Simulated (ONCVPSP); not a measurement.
**An ONCV potential for O, from input to tests**

Do these settings give a usable potential? It is generated, then checked for transferability, scattering, ghosts and hardness.

Program: ONCVPSP 4.0.1.1 (patched build). Reference atom: PBE, scalar-relativistic, spherical and spin-unpolarised. All values are calculated.

## (1) Starting point

The settings as typed:

| Property | Result |
| --- | --- |
| element | oxygen (O, Z = 8) |
| type | optimised norm-conserving Vanderbilt (ONCV) |
| frozen core | [He] |
| valence charge | 6 |
| reference configuration | 2s1.75 2p4.25 |
| partial waves | 2s: rc 0.75 bohr, ncon 3, nbas 8, qcut 9.2 1/bohr, 2 projectors, debl 3.3 Ha; 2p: rc 0.75 bohr, ncon 4, nbas 7, qcut 9 1/bohr, local; d scattering state at 0.41 Ha: rc 0.95 bohr, ncon 4, nbas 8, qcut 10.4 1/bohr, 2 projectors, debl 3.6 Ha |
| local potential | the p channel |
| core correction | Teter function fitted to the true core (icmod 2), fcfact 0.75 |

An earlier all-electron run gives the scale for the radii.

All-electron outer shells of the reference configuration (PBE, scalar-relativistic, ld1.x):

| shell | level (eV) | outermost node (bohr) | outermost maximum (bohr) |
| --- | --- | --- | --- |
| 1s | -514.88 | – | 0.13 |
| 2s | -24.08 | 0.28 | 0.87 |
| 2p | -9.14 | – | 0.82 |

## (2) Generating the potential

The input, O.dat:

```
# ATOM AND REFERENCE CONFIGURATION
# atsym  z   nc   nv     iexc    psfile
  O 8.00    1    2        4      upf
#
#   n    l    f
    1    0    2.00
    2    0    1.75
    2    1    4.25
#
# PSEUDOPOTENTIAL AND OPTIMIZATION
# lmax
    2
#
#   l,   rc,      ep,       ncon, nbas, qcut
    0    0.75    0.00    3    8    9.20
    1    0.75    0.00    4    7    9.00
    2    0.95    0.41    4    8   10.40
#
# LOCAL POTENTIAL
# lloc, lpopt,  rc(5),   dvloc0
    1    5    0.75    0.00
#
# VANDERBILT-KLEINMAN-BYLANDER PROJECTORs
# l, nproj, debl
    0    2    3.30
    1    0    3.90
    2    2    3.60
#
# MODEL CORE CHARGE
# icmod, fcfact, rcfact
    2    0.75    1.10
#
# LOG DERIVATIVE ANALYSIS
# epsh1, epsh2, depsh
   -2.00    5.00    0.02
#
# OUTPUT GRID
# rlmax, drl
    6.00    0.01
#
# TEST CONFIGURATIONS
# ncnf
    4
# nvcnf
#   n    l    f
    2
    2    0    2.00
    2    1    4.00
#
    2
    2    0    2.00
    2    1    3.00
#
    2
    2    0    2.00
    2    1    2.00
#
    2
    2    0    2.00
    2    1    3.50
#
```

The run is started by

```bash
$ oncvpsp.x < O.dat > O.out
```

Before running it: what results should come out? Wanted: cutoffs for 1 and 0.1 mHa per electron, occupied waves; bound ghosts; GHOST(+) flags; largest test error; largest phase difference near zero energy, channels read; rms error of d²Exc/dn², without and with the model core.

As calculated:

| quantity | value |
| --- | --- |
| cutoffs for 1 and 0.1 mHa per electron, occupied waves | 211 Ha and 261 Ha |
| bound ghosts | none found |
| GHOST(+) flags | none at low energy |
| largest test error (AE − PS) | +19 meV, for 2s2 2p2 |
| largest phase difference near zero energy, channels read | 0.001 rad |
| rms error of d²Exc/dn², without and with the model core | 1.68 and 1.60 mHa |

**Reading.** The worst unpolarised test, 2s2 2p2, is off by 19 meV on 46.3 eV; by total energies transferability rates as good. By its cutoff, 211 Ha for the looser tolerance, it is very hard. At the looser tolerance the 2p wave is the slowest; 2s needs 39 Ha. The program's ghost test flags no bound state. Near zero energy the phases of the channels with partial waves agree within 0.001 rad. All of this concerns the isolated atom, not yet a solid.
